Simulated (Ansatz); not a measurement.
**CH3In (SMILES C[In]): BLYP/def2-SVPD (core potential)**

Aim: the vertical ionisation energy of CH3In at BLYP/def2-SVPD (core potential), from 2 runs. 

The results are computed with Ansatz 0.2.0.

46 further runs of the same task are left out: 5 that didn't finish, 41 set aside as unsound or not needed.

## 1. Starting point

The species is CH3In (5 atoms), meant as a singlet with charge 0. As SMILES, `C[In]`. Geometry: relaxed at PBE0-D4/def2-TZVP.

Bond lengths: C1–In2 2.238 Å, C1–H3 1.096 Å, C1–H4 1.096 Å, C1–H5 1.096 Å. Angles: In2–C1–H3 111.3°, In2–C1–H4 111.3°, In2–C1–H5 111.3°, H3–C1–H4 107.6°, H3–C1–H5 107.6°, H4–C1–H5 107.6°.

## 2. A single-point energy at BLYP/def2-SVPD (core potential)

input.yaml reads:

```yaml
crystal:
  periodic: [false, false, false]
  atoms:
    - {symbol: C, position_ang: [-0.182770, 0.073150, -0.070580]}
    - {symbol: In, position_ang: [1.772750, -0.709460, 0.684610]}
    - {symbol: H, position_ang: [-0.972960, -0.040920, 0.680150]}
    - {symbol: H, position_ang: [-0.502560, -0.460530, -0.972760]}
    - {symbol: H, position_ang: [-0.114460, 1.137770, -0.321410]}
basis:
  gaussian:
    orbitals: def2-SVPD
hamiltonian:
  xc: {name: BLYP}
accuracy: high
output:
  orbitals: {seedname: orbitals}
```

On the command line:

```console
ansatz run input.yaml --threads 1 --pin off --max-ram 3480MiB --events-out events.jsonl --progress --plain --runs-dir runs
```

What it wrote:

```text
Warning: RAYON_NUM_THREADS=1 ignored (pool sized by the plan → 1); use --threads N
Functional definition: BLYP
  name "BLYP"
  parameter beta = 0.0042
  parameter a = 0.04918
  parameter b = 0.132
  parameter c = 0.2533
  parameter d = 0.349
  exchange = b88_x(beta = beta)
  correlation = lyp_c(a = a, b = b, c = c, d = d)
1696 factors; integrals over basis functions are off by at most 3.1e-9 eV
mean field evaluation 1: about -6246.4049 eV, gradient 6.3e1 eV
mean field evaluation 2: about -6187.9757 eV, gradient 1.2e2 eV
mean field evaluation 4: about -6256.6784 eV, gradient 7.6e0 eV
mean field evaluation 8: about -6256.9675 eV, gradient 1.1e-1 eV
mean field evaluation 16: about -6256.9676 eV, gradient 1.7e-6 eV
mean field -6256.96757612 eV, -229.9393172976 hartree, gradient 6.2e-8 eV, S^2 0.000000; 0 other end points of the search recorded, 0 dependent functions left out
reference -6256.96762284 eV, -229.9393190145 hartree; 15, 15 occupied and 61, 61 virtual orbitals, 1696 factors
Total energy: -6256.96762284 eV, -229.9393190145 hartree
```

It took 5.1 s on 1 thread of Arm Neoverse V1, shared host; peak memory 0.18 GiB.

## 3. The doublet cation, same level

input.yaml reads:

```yaml
crystal:
  periodic: [false, false, false]
  atoms:
    - symbol: C
      position_ang: [-0.182770, 0.073150, -0.070580]
    - symbol: In
      position_ang: [1.772750, -0.709460, 0.684610]
    - symbol: H
      position_ang: [-0.972960, -0.040920, 0.680150]
    - symbol: H
      position_ang: [-0.502560, -0.460530, -0.972760]
    - symbol: H
      position_ang: [-0.114460, 1.137770, -0.321410]
basis:
  gaussian: {orbitals: def2-SVPD}
total_charge: 1
magnetization: {spin_polarized: true, initial_magnetization: 1}
hamiltonian: {xc: {name: BLYP}}
accuracy: high
output: {orbitals: {seedname: orbitals}}
```

On the command line:

```console
ansatz run input.yaml --threads 1 --pin off --max-ram 3480MiB --events-out events.jsonl --progress --plain --runs-dir runs
```

What it wrote:

```text
Warning: RAYON_NUM_THREADS=1 ignored (pool sized by the plan → 1); use --threads N
Functional definition: BLYP
  name "BLYP"
  parameter beta = 0.0042
  parameter a = 0.04918
  parameter b = 0.132
  parameter c = 0.2533
  parameter d = 0.349
  exchange = b88_x(beta = beta)
  correlation = lyp_c(a = a, b = b, c = c, d = d)
1695 factors; integrals over basis functions are off by at most 3.1e-9 eV
mean field evaluation 1: about -6224.4004 eV, gradient 6.6e1 eV
mean field evaluation 2: about -6052.1775 eV, gradient 1.1e2 eV
mean field evaluation 4: about -6248.9031 eV, gradient 9.6e0 eV
mean field evaluation 8: about -6249.5419 eV, gradient 3.4e-1 eV
mean field evaluation 16: about -6249.5430 eV, gradient 2.6e-5 eV
mean field -6249.54301703 eV, -229.6664697833 hartree, gradient 3.6e-8 eV, S^2 0.753675; 0 other end points of the search recorded, 0 dependent functions left out
reference -6249.54306380 eV, -229.6664715022 hartree; 15, 14 occupied and 61, 62 virtual orbitals, 1695 factors
Total energy: -6249.54306380 eV, -229.6664715022 hartree
```

Run time: 7.8 s. Hardware: 1 thread of Arm Neoverse V1, shared host; peak memory 0.23 GiB.

## 4. What came out

At BLYP/def2-SVPD (core potential):

```
                                          quantity          value
                       singlet CH3In: total energy  -229.93932 Eh
                        singlet CH3In: HOMO energy       -4.39 eV
                        singlet CH3In: LUMO energy       -2.10 eV
                      singlet CH3In: HOMO–LUMO gap        2.29 eV
                      doublet cation: total energy  -229.66647 Eh
doublet cation: HOMO energy (highest over α and β)      -11.64 eV
 doublet cation: LUMO energy (lowest over α and β)      -10.52 eV
                              doublet cation: ⟨S²⟩          0.754
vertical ionisation energy (to the doublet cation)       7.425 eV
```

Removing an electron at fixed nuclei costs 7.42 eV (716 kJ/mol). The negative HOMO energy of the first species, 4.39 eV, lies 3.03 eV below that difference.
